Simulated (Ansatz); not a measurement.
**Cs3Bi2: a Bi atom hops into a vacancy**

Aim: the barrier for Bi3 to jump 2.93 Å into the empty Bi site beside it, in one cell of Cs3Bi2 with one Bi atom removed. The band relaxes its own ends first.

All numbers below are computed with Ansatz 0.2.0 (DFT PBEsol, plane waves, PAW, scalar-relativistic, no spin polarisation).

### Step 1. The starting structure

The cell holds 9 atoms (Bi3Cs6): a = 7.198 Å, b = 7.198 Å, c = 10.125 Å, α = 79.44°, β = 79.44°, γ = 91.36°.

The empty site lies at (6.84, -2.91, -3.31) Å, and Bi3 starts at (4.48, -2.88, -1.60) Å. All atoms were shaken by about 0.02 Å to break the symmetry.

Structure file:

```
CELL_PARAMETERS angstrom
5.02896 5.15007 0.00000
5.02896 -5.15007 0.00000
2.65632 0.00000 -9.77012
ATOMIC_POSITIONS crystal
Bi 0.87954 0.31178 0.83703
Bi 0.68345 0.12106 0.66129
Bi 0.12205 0.68178 0.16326
Cs 0.76118 0.66844 0.51330
Cs 0.34383 0.24371 0.98306
Cs 0.24180 0.33792 0.48543
Cs 0.66699 0.76042 0.01356
Cs 0.16164 0.84481 0.74726
Cs 0.83836 0.16303 0.25269
```

### Step 2. The band

crystal.atoms is the first end and neb.final_atoms the second, which differs in Bi3 alone.

The input, input.yaml:

```yaml
crystal:
  lattice:
    - [5.02895941, 5.15006761, 0.0]
    - [5.02895941, -5.15006761, 0.0]
    - [2.65631652, 0.0, -9.77012343]
  atoms:
    - { symbol: Bi, position: [0.87953715, 0.31177844, 0.83703245] }
    - { symbol: Bi, position: [0.68344825, 0.12105804, 0.66129085] }
    - { symbol: Bi, position: [0.12204811, 0.68177606, 0.16326105] }
    - { symbol: Cs, position: [0.76117974, 0.66844345, 0.51329894] }
    - { symbol: Cs, position: [0.34382684, 0.24370734, 0.98306007] }
    - { symbol: Cs, position: [0.24180373, 0.33791715, 0.48543482] }
    - { symbol: Cs, position: [0.66698505, 0.76041755, 0.01355732] }
    - { symbol: Cs, position: [0.1616389, 0.84481038, 0.74726448] }
    - { symbol: Cs, position: [0.83835634, 0.16303051, 0.2526872] }
kpoints:
  mp_grid: { grid: [2, 2, 2] }
magnetization:
  spin_polarized: false
scf:
  occupations: { method: fermi_dirac, width: 0.05 }
hamiltonian:
  pseudopotentials: { kind: paw }
  xc: pbesol
basis:
  ecutwfc: 420
neb:
  images: 3
  relax_end_points: true
  climbing: true
  f_tol: 0.05
  max_iterations: 40
  order_check: false
  final_atoms:
    - { symbol: Bi, position: [0.87953715, 0.31177844, 0.83703245] }
    - { symbol: Bi, position: [0.68344825, 0.12105804, 0.66129085] }
    - { symbol: Bi, position: [0.30828768, 0.87343928, 0.33922809] }
    - { symbol: Cs, position: [0.76117974, 0.66844345, 0.51329894] }
    - { symbol: Cs, position: [0.34382684, 0.24370734, 0.98306007] }
    - { symbol: Cs, position: [0.24180373, 0.33791715, 0.48543482] }
    - { symbol: Cs, position: [0.66698505, 0.76041755, 0.01355732] }
    - { symbol: Cs, position: [0.1616389, 0.84481038, 0.74726448] }
    - { symbol: Cs, position: [0.83835634, 0.16303051, 0.2526872] }
```

Started as:

```console
$ ansatz run input.yaml --threads 4 --pin off --max-ram 8192MiB --backend cpu --events-out ev --progress --plain --runs-dir out
```

Log, cut to the lines that bear on the results:

```text
Warning: neb: disabling space-group detection — the band's intermediate images generally break the endpoint symmetry, so no spatial operation reduces the k-mesh or symmetrises the density, except that a semilocal band can use its path's symmetry ahead of convergence; time reversal is [...]
Warning: RAYON_NUM_THREADS=4 ignored (pool sized by the plan → 4); use --threads N
[...]
Pseudopotentials: kind: paw
Pseudopotential: Bi, paw, valence charge 15, recommended cutoff 420 eV (normal), Bi.paw.azcp
Pseudopotential: Cs, paw, valence charge 9, recommended cutoff 420 eV (normal), Cs.paw.azcp
Functional definition: PBEsol
[...]
parallel-image band execution: 2 concurrent image workers
NEB image 0
Crystal: 9 atoms, lattice volume = 506.082 Å³
Basis set: ecut = 420 eV, 9867 PW (Γ), exchange–correlation on 100×100×144 points (8 copies of the dense FFT grid, shifted against one another)
Bands: 60, of which v1, the nominal top of the filled ones, is band 50 counted from 1 (49 counted from 0)
Symmetry: 1 space group operations
k-points: 8
[...]
SCF iter   1: F=—  HF=-70243.768592 eV  |F-HF|=—  |Δ(HF+E_count)|=         —  Δρ=2.59e-3  dr2=2.14e-1  ethr=1.77e-3  ⟨swp⟩=12.6  Hψ=2576  notcnv=0  defer=1
[...]
NSCF: frozen V_eff on 8 k-points
NEB image 4
[...]
NSCF: frozen V_eff on 8 k-points
NEB end point (image 0): max|allowed force component| = 2.603e-1 eV/Å (the criterion of neb.relax_end_points is 1.000e-2)
NEB end point (image 4): max|allowed force component| = 2.477e-1 eV/Å (the criterion of neb.relax_end_points is 1.000e-2)
NEB image 0, for its relaxation
[...]
NEB image 0, for its relaxation
[...]
NEB image 0, for its relaxation
[...]
NEB image 0, for its relaxation
[...]
NEB image 0, for its relaxation
[...]
NEB image 0, for its relaxation
SCF iter   1: F=—  HF=-70243.871557 eV  |F-HF|=—  |Δ(HF+E_count)|=         —  Δρ=2.35e-4  dr2=9.37e-4  ethr=5.71e-6  ⟨swp⟩=5.9  Hψ=1051  notcnv=0  defer=23
```

### Step 3. The output, continued

The log, continued, cut to the lines that bear on the results:

```text
[...]
SCF iter   2: F=—  HF=-70243.871472 eV  |F-HF|=—  |Δ(HF+E_count)|=   8.47e-5  Δρ=2.02e-4  dr2=3.41e-4  ethr=9.46e-7  ⟨swp⟩=2.0  Hψ=904  notcnv=0  defer=23
[...]
NEB image 0
[...]
NSCF: frozen V_eff on 8 k-points
NEB end point (image 0): relaxed in 44 SCF iterations, 0.119476 eV lower, largest move of an atom 0.330 Å; not tested for a saddle point
NEB image 4, for its relaxation
[...]
NEB image 4, for its relaxation
[...]
NEB image 4, for its relaxation
[...]
NEB image 4, for its relaxation
[...]
NEB image 4, for its relaxation
[...]
NEB image 4, for its relaxation
[...]
NEB image 4
[...]
NSCF: frozen V_eff on 8 k-points
NEB end point (image 4): relaxed in 47 SCF iterations, 0.098513 eV lower, largest move of an atom 0.289 Å; not tested for a saddle point
NEB image 1
[...]
NEB image 2
[...]
NEB image 3
[...]
NEB iter   1: max|band force component| = 1.629e-1 eV/Å  barrier→ = 0.1403 eV  barrier← = 0.1403 eV  CI = image 2  Δτ_max = 0.0423 Å  (53 SCF iters)
NEB image 1
[...]
SCF iter   1: F=—  HF=-70243.804680 eV  |F-HF|=—  |Δ(HF+E_count)|=         —  Δρ=8.21e-4  dr2=6.16e-3  ethr=5.27e-6  ⟨swp⟩=3.0  Hψ=2094  notcnv=0
```

### Step 4. More of the same log

The log, continued, cut to the lines that bear on the results:

```text
[...]
SCF iter   2: F=—  HF=-70243.803979 eV  |F-HF|=—  |Δ(HF+E_count)|=   7.01e-4  Δρ=6.90e-4  dr2=3.64e-3  ethr=5.27e-6  ⟨swp⟩=2.1  Hψ=833  notcnv=0
[...]
NEB image 2
[...]
NEB image 3
[...]
NEB iter   2: max|band force component| = 9.674e-2 eV/Å  barrier→ = 0.1242 eV  barrier← = 0.1241 eV  CI = image 2  Δτ_max = 0.1806 Å  (23 SCF iters)
[...]
NEB iter   3: max|band force component| = 2.273e-2 eV/Å  barrier→ = 0.1033 eV  barrier← = 0.1032 eV  CI = image 2  Δτ_max = 0.0281 Å  (27 SCF iters)
[...]
NEB iter   4: max|band force component| = 2.540e-2 eV/Å  barrier→ = 0.1022 eV  barrier← = 0.1022 eV  CI = image 2  Δτ_max = 0.0000 Å  (7 SCF iters)
SCF converged after 7 iterations
Free energy (F): -70243.769368 eV
[...]
E sigma→0 (E₀):  -70243.725543 eV
Entropy (-TS):   -0.087649 eV (-9.739 meV/atom)
Fermi energy:    5.077667 eV
[...]
--- Forces (eV/Å), atoms counted from 1 ---
[...]
      4    2.6079      0.000034                                 —
  climbing-image geometry (image 2):
  cell:  # Å, volume = 506.0823 Å³
    - [5.02895941, 5.15006761, 0.0]
    - [5.02895941, -5.15006761, 0.0]
    - [2.65631652, 0.0, -9.77012343]
  atoms:
    - { symbol: Bi, position: [0.8947347086351433, 0.3116994327534387, 0.8330575626588287] }
    - { symbol: Bi, position: [0.690504744096828, 0.1076439203926883, 0.6657607780770521] }
    - { symbol: Bi, position: [0.2014855119052829, 0.800791622205946, 0.24946514434962774] }
    - { symbol: Cs, position: [0.7345403625834506, 0.6515843791992926, 0.5225446270639912] }
    - { symbol: Cs, position: [0.3507440235156653, 0.26779274027103556, 0.9763342963784094] }
    - { symbol: Cs, position: [0.2310597216884276, 0.3037421175299244, 0.4708335160631763] }
    - { symbol: Cs, position: [0.6985669672567593, 0.7712449151512123, 0.028008577652633353] }
    - { symbol: Cs, position: [0.1665126289559259, 0.835770044673102, 0.749455013448106] }
    - { symbol: Cs, position: [0.8237952263625163, 0.17850135782335946, 0.2494111843081752] }
```

Wall time 71 s (4 threads of Intel Xeon Platinum 8488C (Sapphire Rapids), shared host); peak memory 1.6 GiB.

### Step 5. Images and barrier

Images 0 and 4 are the ends. Energies count from image 0; the path length is the program's own measure over all atoms.

```
image  path (Å)  energy (eV)     Bi3 x y z (Å)  band force (eV/Å)
    0     0.000       0.0000  4.68 -2.94 -1.77                  -
    1     0.651       0.0536  5.20 -3.05 -2.06              0.025
   2*     1.305       0.1022  5.70 -3.09 -2.44              0.008
    3     1.958       0.0537  6.20 -3.05 -2.82              0.025
    4     2.608       0.0000  6.72 -2.95 -3.11                  -
```

The star marks the climbing image.

image, energy (eV) and a bar:
```
        0      0.000 
        1      0.054 ################
        2      0.102 ##############################
        3      0.054 ################
        4      0.000
```

The top of the band by iteration:

```
iteration  highest image above image 0 (eV)  largest band force (eV/Å)
        1                            0.1403                      0.163
        2                            0.1242                      0.097
        3                            0.1033                      0.023
        4                            0.1022                      0.025
```

Positions of all images (Å):

```xyz
9
Lattice="5.029 5.150 0.000 5.029 -5.150 0.000 2.656 0.000 -9.770" Properties=species:S:1:pos:R:3 pbc="T T T" image=0 dE=0.0000
Bi    8.203    2.896   -8.104
Bi    5.771    3.015   -6.365
Bi    4.682   -2.943   -1.768
Cs    8.423    0.481   -5.019
Cs    5.552    0.459   -9.450
Cs    4.011   -0.438   -4.719
Cs    7.208   -0.495   -0.169
Cs    7.055   -3.483   -7.629
Cs    5.880    3.422   -2.275
9
Lattice="5.029 5.150 0.000 5.029 -5.150 0.000 2.656 0.000 -9.770" Properties=species:S:1:pos:R:3 pbc="T T T" image=1 dE=0.0536
Bi    8.236    2.971   -8.111
Bi    5.761    3.000   -6.436
Bi    5.203   -3.049   -2.056
Cs    8.356    0.437   -5.047
Cs    5.640    0.447   -9.527
Cs    3.940   -0.398   -4.623
Cs    7.361   -0.402   -0.257
Cs    7.065   -3.452   -7.520
Cs    5.814    3.352   -2.351
9
Lattice="5.029 5.150 0.000 5.029 -5.150 0.000 2.656 0.000 -9.770" Properties=species:S:1:pos:R:3 pbc="T T T" image=2 dE=0.1022
Bi    8.280    3.003   -8.139
Bi    5.782    3.002   -6.505
Bi    5.703   -3.086   -2.437
Cs    8.359    0.427   -5.105
Cs    5.704    0.427   -9.539
Cs    3.940   -0.374   -4.600
Cs    7.466   -0.374   -0.274
Cs    7.031   -3.447   -7.322
Cs    5.703    3.323   -2.437
9
Lattice="5.029 5.150 0.000 5.029 -5.150 0.000 2.656 0.000 -9.770" Properties=species:S:1:pos:R:3 pbc="T T T" image=3 dE=0.0537
Bi    8.301    3.000   -8.208
Bi    5.826    2.969   -6.534
Bi    6.203   -3.051   -2.816
Cs    8.423    0.446   -5.117
Cs    5.707    0.435   -9.597
Cs    4.044   -0.403   -4.617
Cs    7.467   -0.400   -0.252
Cs    6.997   -3.453   -7.124
Cs    5.593    3.350   -2.523
9
Lattice="5.029 5.150 0.000 5.029 -5.150 0.000 2.656 0.000 -9.770" Properties=species:S:1:pos:R:3 pbc="T T T" image=4 dE=0.0000
Bi    8.290    3.017   -8.277
Bi    5.858    2.890   -6.539
Bi    6.723   -2.948   -3.105
Cs    8.511    0.457   -5.194
Cs    5.645    0.475   -9.627
Cs    4.201   -0.491   -4.705
Cs    7.394   -0.446   -0.156
Cs    7.005   -3.491   -7.016
Cs    5.526    3.422   -2.599
```

### Step 6. Summary of results

```
                    quantity                                                                   value
      relaxation of the ends  0.119 eV lower, moves up to 0.33 Å; 0.099 eV lower, moves up to 0.29 Å
            barrier forwards                                                                 0.10 eV
           barrier backwards                                                                 0.10 eV
second end relative to first                                                                0.000 eV
               highest image                                                   2 of 0 to 4, climbing
             band iterations                                                                       4
```

What this shows: The barrier from the first end is 0.10 eV, 4 times kT at 300 K, which at an assumed attempt frequency of 10^13 s⁻¹ means a rate near 10^11 s⁻¹. The ends differ by 1 meV at most. The input switches the test of curvatures off, so the top was not shown to be a first-order saddle. The cell of 9 atoms is small, so the barrier is not converged with size.
